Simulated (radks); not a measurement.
# Li⁺ in 1s1.75 2p0.25: an all-electron calculation

One table from this session's results is given with a row withheld; the runs are named, their logs left out.

Method: scalar-relativistic Kohn-Sham, B86b exchange with PBE correlation, spin-polarised, spherical densities, finite nucleus; open shells are filled with parallel spins first. Code: radks (a radial shooting solver on a logarithmic mesh, Libxc functionals) version 1.

## Starting point

| Quantity | Value |
| --- | --- |
| element | lithium (Z = 3) |
| charge | +1 |
| electrons | 2 |
| configuration | 1s1.75 2p0.25 |
| nuclear rms radius | 2.444 fm |

Set-up of the first run:

The run's settings:

```text
Z 3
configuration 1s1.75 2p0.25 2s0 3p0
relativity scalar-relativistic
functional b86_mgc,pbe
spin polarised
nucleus finite rms 2.444 fm
c 137.035999084
```

Run with:

```sh
$ python run_ks.py task.json out
```

All runs below come from this command, one after another.

One table of the session follows, with a row left open; its other results are not shown here.

It belongs to the step «Radial structure». Radial moments (bohr):

| level | <r> | outermost maximum (interpolated) | 90 % within |
| --- | --- | --- | --- |
| 1s up | ? | ? | ? |
| 1s down | 0.5641 | 0.355 | 1.02 |
| 2s up | 2.997 | 2.48 | 4.65 |
| 2p up | 3.089 | 2.44 | 5.02 |

Estimate the missing values for 1s up.

**Answer.** <r>: 0.5589; outermost maximum (interpolated): 0.353; 90 % within: 1.01. In the column «<r>» it is the lowest.
